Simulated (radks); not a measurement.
**Taking charge from the 4d level of Os in fractions**

What happens to E and to the 4d eigenvalue of Os when a fraction of an electron is removed? The exact functional would give straight lines between whole numbers for a frontier level.

Method: Dirac Kohn-Sham, BLYP, spin-unpolarised, spherical densities, finite nucleus; open shells fill j = l - 1/2 first. Code: radks (a radial shooting solver on a logarithmic mesh, Libxc functionals) version 1.

## (1) The atom as given

| Quantity | Value |
| --- | --- |
| element | osmium (Z = 76) |
| charge | 0 |
| electrons | 76 |
| configuration | [Kr] 4d(3/2: 4, 5/2: 6) 4f14 5s2 5p6 5d6 6s2 |
| nuclear rms radius | 5.4126 fm |

A shell typed twice in an input gives the lower j, then the higher j.

## (2) Start: [Kr] 4d(3/2: 4, 5/2: 6) 4f14 5s2 5p6 5d6 6s2

Input:

```text
Z 76
configuration [Kr] 4d4 4d6 4f14 5s2 5p6 5d6 6s2
relativity Dirac
functional b88,lyp
spin unpolarised
j_filling energy
nucleus finite rms 5.4126 fm
c 137.035999084
```

## (3) 0.1 electron removed from 4d

Input:

```text
Z 76
configuration [Kr] 4d4 4d5.9 4f14 5s2 5p6 5d6 6s2
relativity Dirac
functional b88,lyp
spin unpolarised
j_filling energy
nucleus finite rms 5.4126 fm
c 137.035999084
```

## (4) 0.2 electron removed from 4d

Input:

```text
Z 76
configuration [Kr] 4d4 4d5.8 4f14 5s2 5p6 5d6 6s2
relativity Dirac
functional b88,lyp
spin unpolarised
j_filling energy
nucleus finite rms 5.4126 fm
c 137.035999084
```

## (5) 0.3 electron removed from 4d

Input:

```text
Z 76
configuration [Kr] 4d4 4d5.7 4f14 5s2 5p6 5d6 6s2
relativity Dirac
functional b88,lyp
spin unpolarised
j_filling energy
nucleus finite rms 5.4126 fm
c 137.035999084
```

## (6) 0.4 electron removed from 4d

Input:

```text
Z 76
configuration [Kr] 4d4 4d5.6 4f14 5s2 5p6 5d6 6s2
relativity Dirac
functional b88,lyp
spin unpolarised
j_filling energy
nucleus finite rms 5.4126 fm
c 137.035999084
```

## (7) 0.5 electron removed from 4d

Input:

```text
Z 76
configuration [Kr] 4d4 4d5.5 4f14 5s2 5p6 5d6 6s2
relativity Dirac
functional b88,lyp
spin unpolarised
j_filling energy
nucleus finite rms 5.4126 fm
c 137.035999084
```

## (8) 0.6 electron removed from 4d

Input:

```text
Z 76
configuration [Kr] 4d4 4d5.4 4f14 5s2 5p6 5d6 6s2
relativity Dirac
functional b88,lyp
spin unpolarised
j_filling energy
nucleus finite rms 5.4126 fm
c 137.035999084
```

## (9) 0.7 electron removed from 4d

Input:

```text
Z 76
configuration [Kr] 4d4 4d5.3 4f14 5s2 5p6 5d6 6s2
relativity Dirac
functional b88,lyp
spin unpolarised
j_filling energy
nucleus finite rms 5.4126 fm
c 137.035999084
```

## (10) 0.8 electron removed from 4d

Input:

```text
Z 76
configuration [Kr] 4d4 4d5.2 4f14 5s2 5p6 5d6 6s2
relativity Dirac
functional b88,lyp
spin unpolarised
j_filling energy
nucleus finite rms 5.4126 fm
c 137.035999084
```

## (11) 0.9 electron removed from 4d

Input:

```text
Z 76
configuration [Kr] 4d4 4d5.1 4f14 5s2 5p6 5d6 6s2
relativity Dirac
functional b88,lyp
spin unpolarised
j_filling energy
nucleus finite rms 5.4126 fm
c 137.035999084
```

## (12) 1 electron removed from 4d

Input:

```text
Z 76
configuration [Kr] 4d4 4d5 4f14 5s2 5p6 5d6 6s2
relativity Dirac
functional b88,lyp
spin unpolarised
j_filling energy
nucleus finite rms 5.4126 fm
c 137.035999084
```

Before running it: what results should come out? Wanted: for each run, removed; E − E(0); eigenvalue; E minus straight line.

**Answer**, as computed:

```
removed (e)  E − E(0) (eV)  eigenvalue (eV)  E minus straight line (eV)
          0          0.000          -265.72                       0.000
        0.1         26.681          -267.90                      -1.028
        0.2         53.581          -270.12                      -1.836
        0.3         80.705          -272.36                      -2.420
        0.4         108.06          -274.65                      -2.779
        0.5         135.63          -276.96                      -2.907
        0.6         163.45          -279.30                      -2.803
        0.7         191.50          -281.67                      -2.463
        0.8         219.78          -284.07                      -1.884
        0.9         248.31          -286.50                      -1.064
          1         277.08          -288.95                       0.000
```

In words: Removing the whole electron costs 277.08 eV, against 265.72 eV from minus the starting eigenvalue. Slater's transition state, half an electron removed, gives 276.96 eV. The trapezoid integral of minus the eigenvalue gives 277.09 eV over the range, against 277.08 eV from the energies (Janak's theorem). The eigenvalue moves by 23.2 eV per electron. E bends below the straight line by 2.91 eV at 0.5 electron removed.
